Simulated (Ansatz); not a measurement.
a series on the perovskite structure: BeReO3, MgReO3, BaReO3: a table of relaxed lattice constants and trends, run with the Python package of Ansatz (0.2.0).

`bereo3_series.py`:
```python
'''A chemical series on the perovskite structure: relaxed cells and their trends.'''

import warnings

import ansatz as az
import numpy as np
from tabulate import tabulate


def perovskite(A, B, X, a):
    return (
        az.Lattice.cubic(a)
        .space_group(221)
        .atom(A, [0, 0, 0])
        .atom(B, [0.5, 0.5, 0.5])
        .atom(X, [0.5, 0.5, 0])
    )


def compute(name, crystal, relax=True):
    calc = (
        crystal.calculation()
        .functional('pbesol')
        .basis(550)
        .kpoints(spacing=0.27)
        .occupations('fermi_dirac', width=0.1)
        .stress()
        .band_table()
    )
    if relax:
        calc = calc.relax(force_tolerance=0.01, max_steps=60, cell=True)
    return calc.run(threads=1)

def bulk_modulus(name, outcome, step=0.015):
    # B = -V dP/dV from the pressures of two uniformly scaled cells, atoms held at their fractions
    pressure = []
    for factor in (1 - step, 1.0, 1 + step):
        cell = az.Crystal(lattice=az.Lattice.of(outcome.lattice.cell_ang * factor ** (1 / 3)))
        for site in outcome.report['lattice']['sites']:
            cell = cell.atom(site['symbol'], site['position_frac'])
        pressure.append(np.trace(compute(name, cell, relax=False).report['stress_gpa']) / 3)
    slope, bend = (pressure[0] - pressure[2]) / (2 * step), abs(pressure[0] + pressure[2] - 2 * pressure[1])
    # a jump of mesh or basis between the cells shows as a kink: no modulus then
    return float(slope) if bend < 12 * step**2 * abs(slope) + 0.15 and abs(pressure[1]) < 1.5 else float('nan')


def volume_per_atom(outcome):
    return abs(np.linalg.det(outcome.lattice.cell_ang)) / len(outcome.lattice.sites)


def main() -> None:
    # the lattice constants below are starting guesses
    warnings.simplefilter('ignore')

    phases = {}
    phases['BeReO3'] = perovskite('Be', 'Re', 'O', 3.09)
    phases['MgReO3'] = perovskite('Mg', 'Re', 'O', 3.49)
    phases['BaReO3'] = perovskite('Ba', 'Re', 'O', 4.06)

    done = {}
    for name, crystal in phases.items():
        try:
            done[name] = compute(name, crystal)
        except az.NonConvergedError as error:
            print(name, 'did not converge:', str(error)[:120])

    rows = [(name, float(np.linalg.norm(o.lattice.cell_ang[0])), volume_per_atom(o), bulk_modulus(name, o)) for name, o in done.items()]
    print(tabulate(rows, headers=['compound', 'a (A)', 'V (A^3/atom)', 'B (GPa)'], floatfmt='.4f', tablefmt='github'))


if __name__ == '__main__':
    main()
```

Rank the compounds by their relaxed volume per atom.

From smallest to largest: BeReO3 (11.19 Å³), MgReO3 (11.60 Å³) and BaReO3 (12.74 Å³). The largest is 14 % above the smallest.

The output:

Running `python bereo3_series.py` prints:
```text
| compound   |   a (A) |   V (A^3/atom) |   B (GPa) |
|------------|---------|----------------|-----------|
| BeReO3     |  3.8248 |        11.1907 |  239.2259 |
| MgReO3     |  3.8713 |        11.6039 |  nan      |
| BaReO3     |  3.9935 |        12.7377 |  209.1807 |
```

A cell here holds an odd number of electrons and is run without spin, so a magnetic state may lie lower. For the metals among these phases the mesh is modest: differences between phases can be off by up to 40 meV an atom. The bulk modulus is taken at fixed shape and positions, an upper value where these are free. Pressure is positive in compression. Spin-orbit coupling, which matters for elements this heavy, is left out. The cells are built on a prototype by substitution; a member may or may not take this structure in nature. Wall time of the script: 100 s on 1 thread of Arm Neoverse V1, on a shared host, peak memory 0.5 GiB.
